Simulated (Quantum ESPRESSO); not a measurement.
Runs of Quantum ESPRESSO 7.5 on CsTi. It takes space group Fm-3m (No. 225, cubic). The conventional cell has a = 6.019 Å, b = 6.019 Å, c = 6.019 Å, α = 90.00°, β = 90.00°, γ = 90.00°. Cs (site symmetry m-3m) is surrounded by 6 Ti at 3.01 Å. Around Ti (site symmetry m-3m) lie 6 Cs at 3.01 Å. The cell was built by a generator and needn't be a form met in nature.

| task | level | potentials or basis | cell | cutoff (eV) | smearing | ASE optimiser | other keys | gap on the mesh (eV) | pressure (GPa) |
| --- | --- | --- | --- | --- | --- | --- | --- | --- | --- |
| single point | BLYP+D3(BJ) | SSSP 1.3 efficiency PBE | as given | 748 | fermi-dirac 0.05 eV | - | - | none | 2.9 |
| real-space fields | WC | PseudoDojo 0.4.1 SR PBE standard | as given | 1143 | gaussian 0.1 eV | - | - | none | (a) |
| single point | PBE | SSSP 1.3 efficiency PBE | as given | 748 | fermi-dirac 0.05 eV | - | - | none | 5.3 |
| relaxation of cell and atoms | B86bPBE | GBRV 1.5 PBE | relaxed | 612 | methfessel-paxton 0.2 eV | BFGS | startingwfc = random; mixing_ndim = 16 | none | 0.0 |

Alike in all rows: no spin polarisation; k mesh 8 × 8 × 8.

Problem. Fill in the values left out.

Solution. (a) 2.6.

Caveats: the potentials were made for another functional, which shifts forces and pressure (some runs); pairwise dispersion overbinds metals, which lowers pressure and volume (some runs).

A k mesh can miss the band edges, and the runs leave out spin-orbit coupling on Cs.

A gap of «none» marks a metal or a gap under the smearing width.
